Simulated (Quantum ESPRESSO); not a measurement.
# LiBe (P2_1/m) in Quantum ESPRESSO: reference runs

How does LiBe come out in PBE? The cell is run as given and disturbed.

Program: Quantum ESPRESSO 7.5. These are calculated values, not measurements. Logs are shortened: lines on timing, memory, paths and dates and some standing lists are left out, and cuts for length are marked.

## Step 1: The structure

Symmetry: P2_1/m, No. 11, monoclinic system. The conventional cell has a = 2.296 Å, b = 3.613 Å, c = 5.528 Å, α = 90.00°, β = 94.17°, γ = 90.00°. Around Be (site symmetry m) lie 6 Be at 2.28 to 2.32 Å and 3 Li at 2.33 to 2.56 Å. Li (site symmetry m) is surrounded by 2 Li at 2.30 Å and 3 Be at 2.33 to 2.56 Å.

The cell comes from a database or a generator and needn't be the stable form of this composition.

## Step 2: Single point, PBE

File pw.in:

```
&CONTROL
  calculation = 'scf'
  prefix = 'pwscf'
  outdir = './tmp'
  pseudo_dir = './pseudo'
  tprnfor = .true.
  tstress = .true.
  disk_io = 'nowf'
/
&SYSTEM
  ibrav = 0
  nat = 4
  ntyp = 2
  ecutwfc = 55
  ecutrho = 440
  nbnd = 13
  occupations = 'smearing'
  smearing = 'fd'
  degauss = 0.00367493
/
&ELECTRONS
  conv_thr = 8d-10
  electron_maxstep = 120
  mixing_beta = 0.5
/
ATOMIC_SPECIES
Be     9.0122 be_pbe_v1.4.uspp.F.UPF
Li     6.9400 li_pbe_v1.4.uspp.F.UPF
CELL_PARAMETERS angstrom
   2.2959861536    0.0000000000    0.0000000000
   0.0000000000    3.6127729800    0.0000000000
  -0.4017425219    0.0000000000    5.5135259934
ATOMIC_POSITIONS crystal
Be     0.2435819200    0.7500000000    0.4238283600
Be     0.7564180800    0.2500000000    0.5761716400
Li     0.2631524400    0.7500000000    0.8451422600
Li     0.7368475600    0.2500000000    0.1548577400
K_POINTS automatic
11 7 5 0 0 0
```

Potentials or basis: SSSP 1.3 efficiency PBE.

The run is started by

```
$ OMP_NUM_THREADS=1 pw.x -in pw.in > pw.out
```

pw.out:

```text
This program is part of the open-source Quantum ESPRESSO suite
     for quantum simulation of materials; please cite
[... 9 lines left out ...]
     --------------------
     sticks:   dense  smooth     PW     G-vecs:    dense   smooth      PW
     Sum        1029     525    159                48095    16985    2931

     Using Slab Decomposition

     bravais-lattice index     =            0
     lattice parameter (alat)  =       4.3388  a.u.
     unit-cell volume          =     308.6285 (a.u.)^3
     number of atoms/cell      =            4
     number of atomic types    =            2
     number of electrons       =        14.00
     number of Kohn-Sham states=           13
     kinetic-energy cutoff     =      55.0000  Ry
     charge density cutoff     =     440.0000  Ry
     scf convergence threshold =      8.0E-10
     mixing beta               =       0.5000
     number of iterations used =            8  plain     mixing
     Exchange-correlation=  SLA  PW   PBX  PBC
                           (   1   4   3   4   0   0   0)

     celldm(1)=   4.338785  celldm(2)=   0.000000  celldm(3)=   0.000000
     celldm(4)=   0.000000  celldm(5)=   0.000000  celldm(6)=   0.000000

     crystal axes: (cart. coord. in units of alat)
               a(1) = (   1.000000   0.000000   0.000000 )
               a(2) = (   0.000000   1.573517   0.000000 )
               a(3) = (  -0.174976   0.000000   2.401376 )

     reciprocal axes: (cart. coord. in units 2 pi/alat)
               b(1) = (  1.000000 -0.000000  0.072865 )
               b(2) = (  0.000000  0.635519 -0.000000 )
               b(3) = (  0.000000  0.000000  0.416428 )

     PseudoPot. # 1 for Be read from file:
     be_pbe_v1.4.uspp.F.UPF
     Pseudo is Ultrasoft, Zval =  4.0
     Generated by new atomic code, or converted to UPF format
     Using radial grid of  769 points,  6 beta functions with:
                l(1) =   0
                l(2) =   0
                l(3) =   0
                l(4) =   1
                l(5) =   1
                l(6) =   2
     Q(r) pseudized with 10 coefficients,  rinner =    1.000   1.000   1.000
                                                       1.000   1.000

     PseudoPot. # 2 for Li read from file:
     li_pbe_v1.4.uspp.F.UPF
     Pseudo is Ultrasoft, Zval =  3.0
     Generated by new atomic code, or converted to UPF format
     Using radial grid of  751 points,  5 beta functions with:
                l(1) =   0
                l(2) =   0
                l(3) =   0
                l(4) =   1
                l(5) =   1
     Q(r) pseudized with 10 coefficients,  rinner =    1.150   1.150   1.150

     atomic species   valence    mass     pseudopotential
     Be                4.00     9.01220     Be( 1.00)
     Li                3.00     6.94000     Li( 1.00)

      4 Sym. Ops., with inversion, found ( 2 have fractional translation)

   Cartesian axes

     site n.     atom                  positions (alat units)
         1        Be     tau(   1) = (   0.1694221   1.1801377   1.0177712  )
         2        Be     tau(   2) = (   0.6556019   0.3933792   1.3836047  )
         3        Li     tau(   3) = (   0.1152728   1.1801377   2.0295043  )
         4        Li     tau(   4) = (   0.7097512   0.3933792   0.3718717  )

     number of k points=   112  Fermi-Dirac smearing, width (Ry)=  0.0037

     Number of k-points >= 100: set verbosity='high' to print them.

     Dense  grid:    48095 G-vectors     FFT dimensions: (  30,  48,  72)

     Smooth grid:    16985 G-vectors     FFT dimensions: (  24,  36,  50)

     Initial potential from superposition of free atoms

     starting charge      13.0982, renormalised to      14.0000
     Starting wfcs are   20 randomized atomic wfcs

     Self-consistent Calculation

     iteration #  1     ecut=    55.00 Ry     beta= 0.50
     Davidson diagonalization with overlap
     ethr =  1.00E-02,  avg # of iterations =  3.0

     total energy              =     -85.34587628 Ry
     estimated scf accuracy    <       0.25292220 Ry

     iteration #  2     ecut=    55.00 Ry     beta= 0.50
     Davidson diagonalization with overlap
     ethr =  1.81E-03,  avg # of iterations =  2.0

     total energy              =     -85.37664762 Ry
     estimated scf accuracy    <       0.10134437 Ry

     iteration #  3     ecut=    55.00 Ry     beta= 0.50
     Davidson diagonalization with overlap
     ethr =  7.24E-04,  avg # of iterations =  1.1

     total energy              =     -85.38859344 Ry
     estimated scf accuracy    <       0.01392621 Ry

     iteration #  4     ecut=    55.00 Ry     beta= 0.50
     Davidson diagonalization with overlap
     ethr =  9.95E-05,  avg # of iterations =  2.5

     total energy              =     -85.39045597 Ry
     estimated scf accuracy    <       0.00003535 Ry

     iteration #  5     ecut=    55.00 Ry     beta= 0.50
     Davidson diagonalization with overlap
     c_bands:  1 eigenvalues not converged
     c_bands:  1 eigenvalues not converged
     c_bands:  1 eigenvalues not converged
     c_bands:  1 eigenvalues not converged
     c_bands:  1 eigenvalues not converged
     c_bands:  1 eigenvalues not converged
     ethr =  2.52E-07,  avg # of iterations =  9.2

     total energy              =     -85.39061120 Ry
     estimated scf accuracy    <       0.00001300 Ry

     iteration #  6     ecut=    55.00 Ry     beta= 0.50
     Davidson diagonalization with overlap
     ethr =  9.28E-08,  avg # of iterations =  2.1

     total energy              =     -85.39061090 Ry
     estimated scf accuracy    <       0.00000285 Ry

     iteration #  7     ecut=    55.00 Ry     beta= 0.50
     Davidson diagonalization with overlap
     ethr =  2.03E-08,  avg # of iterations =  1.6

     total energy              =     -85.39061129 Ry
     estimated scf accuracy    <       0.00000010 Ry

     iteration #  8     ecut=    55.00 Ry     beta= 0.50
     Davidson diagonalization with overlap
     ethr =  7.22E-10,  avg # of iterations =  2.9

     total energy              =     -85.39061132 Ry
     estimated scf accuracy    <       0.00000002 Ry

     iteration #  9     ecut=    55.00 Ry     beta= 0.50
     Davidson diagonalization with overlap
     ethr =  1.21E-10,  avg # of iterations =  2.0

     total energy              =     -85.39061133 Ry
     estimated scf accuracy    <          2.7E-09 Ry

     iteration # 10     ecut=    55.00 Ry     beta= 0.50
     Davidson diagonalization with overlap
     ethr =  1.94E-11,  avg # of iterations =  1.8

     End of self-consistent calculation

     Number of k-points >= 100: set verbosity='high' to print the bands.

     the Fermi energy is     4.0488 ev

!    total energy              =     -85.39061133 Ry
     estimated scf accuracy    <          1.6E-11 Ry
     smearing contrib. (-TS)   =      -0.00070671 Ry
     internal energy E=F+TS    =     -85.38990462 Ry

     The total energy is F=E-TS. E is the sum of the following terms:
     one-electron contribution =     -55.57088568 Ry
     hartree contribution      =      18.70096695 Ry
     xc contribution           =     -16.93021408 Ry
     ewald contribution        =     -31.58977180 Ry

     convergence has been achieved in  10 iterations

     Forces acting on atoms (cartesian axes, Ry/au):

     atom    1 type  1   force =    -0.00000976    0.00000000   -0.00115088
     atom    2 type  1   force =     0.00000976    0.00000000    0.00115088
     atom    3 type  2   force =    -0.00013112    0.00000000    0.00004648
     atom    4 type  2   force =     0.00013112    0.00000000   -0.00004648

     Total force =     0.001639     Total SCF correction =     0.000005

     Computing stress (Cartesian axis) and pressure

          total   stress  (Ry/bohr**3)                   (kbar)     P=       -0.24
  -0.00004340   0.00000000   0.00002871           -6.38        0.00        4.22
   0.00000000   0.00000721   0.00000000            0.00        1.06        0.00
   0.00002871   0.00000000   0.00003130            4.22        0.00        4.60

=------------------------------------------------------------------------------=
   JOB DONE.
=------------------------------------------------------------------------------=
```

Run time: 28 s. Hardware: 1 thread of AMD EPYC 9R14 (Zen 4), shared host; peak memory 0.2 GiB.

What came out:

```yaml
Free_energy: -1161.7985 eV
Pressure: 0.0 GPa
Largest_force: 0.030 eV/Å
Band_gap_on_the_k_mesh: none (metal or under the smearing width)
```

Forces in eV/Å, atoms in the order of the input:
```
Be   0.000  0.000 -0.030
Be   0.000  0.000  0.030
Li  -0.003  0.000  0.001
Li   0.003  0.000 -0.001
```

## Step 3: Single point, PBE (atoms moved at random, drawn with an rms of 0.05 Å)

Changes to pw.in since step 2:

```diff
@@ -33,6 +33,6 @@
 ATOMIC_POSITIONS crystal
-Be     0.2435819200    0.7500000000    0.4238283600
-Be     0.7564180800    0.2500000000    0.5761716400
-Li     0.2631524400    0.7500000000    0.8451422600
-Li     0.7368475600    0.2500000000    0.1548577400
+Be     0.2689720000    0.7578760000    0.4242710000
+Be     0.7681370000    0.2360690000    0.5659350000
+Li     0.2778440000    0.7688110000    0.8468290000
+Li     0.7391970000    0.2588130000    0.1610870000
 K_POINTS automatic
```

Potentials or basis: SSSP 1.3 efficiency PBE.

The run is started by

```
$ OMP_NUM_THREADS=1 pw.x -in pw.in > pw.out
```

pw.out:

```text
This program is part of the open-source Quantum ESPRESSO suite
     for quantum simulation of materials; please cite
[... 6 lines left out ...]
     --------------------
     sticks:   dense  smooth     PW     G-vecs:    dense   smooth      PW
     Sum        1029     525    159                48095    16985    2931

     Using Slab Decomposition

     bravais-lattice index     =            0
     lattice parameter (alat)  =       4.3388  a.u.
     unit-cell volume          =     308.6285 (a.u.)^3
     number of atoms/cell      =            4
     number of atomic types    =            2
     number of electrons       =        14.00
     number of Kohn-Sham states=           13
     kinetic-energy cutoff     =      55.0000  Ry
     charge density cutoff     =     440.0000  Ry
     scf convergence threshold =      8.0E-10
     mixing beta               =       0.5000
     number of iterations used =            8  plain     mixing
     Exchange-correlation=  SLA  PW   PBX  PBC
                           (   1   4   3   4   0   0   0)

     celldm(1)=   4.338785  celldm(2)=   0.000000  celldm(3)=   0.000000
[... 142 lines left out ...]
     End of self-consistent calculation

     Number of k-points >= 100: set verbosity='high' to print the bands.

     the Fermi energy is     4.0438 ev

!    total energy              =     -85.38763354 Ry
     estimated scf accuracy    <          3.8E-10 Ry
     smearing contrib. (-TS)   =      -0.00075208 Ry
     internal energy E=F+TS    =     -85.38688146 Ry

     The total energy is F=E-TS. E is the sum of the following terms:
     one-electron contribution =     -56.11695904 Ry
     hartree contribution      =      18.98096216 Ry
     xc contribution           =     -16.94126624 Ry
     ewald contribution        =     -31.30961834 Ry

     convergence has been achieved in  10 iterations

     Forces acting on atoms (cartesian axes, Ry/au):

     atom    1 type  1   force =    -0.00501812   -0.01214986   -0.00323673
     atom    2 type  1   force =     0.00425257    0.01947835    0.01307637
     atom    3 type  2   force =    -0.00085979   -0.00883531   -0.00181169
     atom    4 type  2   force =     0.00162534    0.00150682   -0.00802794

     Total force =     0.030053     Total SCF correction =     0.000028

     Computing stress (Cartesian axis) and pressure

          total   stress  (Ry/bohr**3)                   (kbar)     P=        6.69
  -0.00006086   0.00001109   0.00002936           -8.95        1.63        4.32
   0.00001109   0.00005074   0.00001236            1.63        7.46        1.82
   0.00002936   0.00001236   0.00014656            4.32        1.82       21.56

=------------------------------------------------------------------------------=
   JOB DONE.
=------------------------------------------------------------------------------=
```

Run time: 44 s. Hardware: 1 thread of AMD EPYC 9R14 (Zen 4), shared host; peak memory 0.24 GiB.

Results:

| Quantity | Value |
| --- | --- |
| Free energy | -1161.7579 eV |
| Pressure | 0.7 GPa |
| Largest force | 0.613 eV/Å |
| Band gap on the k mesh | none (metal or under the smearing width) |

Forces on the atoms (eV/Å):
```
Be  -0.129 -0.312 -0.083
Be   0.109  0.501  0.336
Li  -0.022 -0.227 -0.047
Li   0.042  0.039 -0.206
```

Stress tensor (GPa, compression positive):
```
-0.90  0.16  0.43
 0.16  0.75  0.18
 0.43  0.18  2.16
```
